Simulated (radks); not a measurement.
# Ionisation of K¹³⁺: one atom, several choices of exchange strength α

An exercise on one series of results from a longer session: the logs are not shown, and one member is left open.

Method: scalar-relativistic Kohn-Sham, spin-polarised, spherical densities, point nucleus; open shells are filled with parallel spins first. Code: radks (a radial shooting solver on a logarithmic mesh, Libxc functionals) version 1.

### The atom as given

| Property | Result |
| --- | --- |
| element | potassium (Z = 19) |
| charge | +13 |
| electrons | 6 |
| configuration | [He] 2s2 2p2 |
| ion | K¹⁴⁺, [He] 2s2 2p1 |
| choices | α = 0.667; α = 0.697; α = 0.705; α = 0.898; α = 0.923; α = 0.927 |

Outer shells as boxes (Hund's rule):

K¹³⁺
```
[He] core
2s [↑↓]
2p [↑ ][↑ ][  ]
```

K¹⁴⁺
```
[He] core
2s [↑↓]
2p [↑ ][  ][  ]
```

The first run:

Settings of this run:

```text
Z 19
configuration [He] 2s2 2p2
relativity scalar-relativistic
functional xalpha 0.667
spin polarised
nucleus point
c 137.035999084
```

Among the steps run: α = 0.667: K¹³⁺.

One table of the session follows, with a row left open; its other results are not shown here.

It belongs to the step «α = 0.667: K¹³⁺». Sizes of the orbitals, from the radial functions (bohr):

| level | <r> | outermost maximum (interpolated) | 90 % within |
| --- | --- | --- | --- |
| 1s up | 0.08095 | 0.0531 | 0.144 |
| 1s down | 0.08078 | 0.0530 | 0.144 |
| 2s up | 0.3531 | 0.301 | 0.542 |
| 2s down | ? | ? | ? |
| 2p up | 0.3071 | 0.241 | 0.497 |
| 2p down | 0.3104 | 0.242 | 0.503 |

Q: Estimate the row for 2s down from the others.

The run gave: <r>: 0.3560; outermost maximum (interpolated): 0.302; 90 % within: 0.547. In the column «<r>» it is the highest.

Caveats from the session: Open shells are spherical and high-spin; term and fine-structure splittings are not resolved.
